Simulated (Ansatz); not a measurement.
Working through a single point in a Gaussian basis of C3H8GeS, SMILES C=C[CH2][GeH2][SH]

Computed with Ansatz 0.2.0, Python API.

The cells in order, each with its output:

```python
import json
import warnings

import ansatz as az
```

```python
GEOMETRY = """
C    -1.10010    1.44880    0.41380
C    -1.32030    0.21280   -0.04260
C    -0.50110   -0.95660    0.41760
Ge    1.23240   -0.98220   -0.47700
S     2.50610    0.69750    0.22440
H    -0.31060    1.64740    1.13190
H    -1.71990    2.27170    0.07320
H    -2.13690    0.04300   -0.73810
H    -1.03370   -1.89570    0.15950
H    -0.35850   -0.92600    1.51880
H     1.94200   -2.32020   -0.14820
H     1.02790   -0.87720   -2.00970
H     1.77260    1.63680   -0.52350
"""
```

```python
warnings.simplefilter("ignore", az.DeckWarning)
```

```python
mol = az.Crystal.molecule()
for line in GEOMETRY.strip().splitlines():
    symbol, *xyz = line.split()
    mol = mol.atom(symbol, [float(v) for v in xyz])
```

```python
calculation = (
    mol.calculation()
    .basis(gaussian="def2-TZVP")
    .functional("B3LYP")
)
report = calculation.session().plan(threads=1).execute().report
```

```python
print(f"E = {report['free_energy_ev']:.6f} eV = {report['free_energy_ev'] / 27.211386246:.7f} Ha")
print("converged:", report["converged"], " doubts:", report["published_state_doubts"] or "none")
with open("c3h8ges.json", "w") as handle:
    json.dump({k: report[k] for k in ("free_energy_ev", "reference_energy_ev", "n_occupied", "n_virtual")}, handle, indent=1)
```

    E = -70598.562751 eV = -2594.4493277 Ha
    converged: True  doubts: none

File `c3h8ges.json` afterwards:
```json
{
 "free_energy_ev": -70598.56275138544,
 "reference_energy_ev": -70598.56275138544,
 "n_occupied": [
  37,
  37
 ],
 "n_virtual": [
  189,
  189
 ]
}
```

Reading the output:
- Total energies depend on the basis set; only differences at equal settings carry meaning.
- The geometry is a force-field or estimated start, not a minimum of this method, and the basis set is short of its limit.
- b3lyp holds the VWN-RPA fit, as in Gaussian; the form of ORCA and Turbomole is b3lyp5.
- Run time: 12 s on 1 thread of Arm Neoverse V1, on a shared host, peak memory 0.57 GiB.
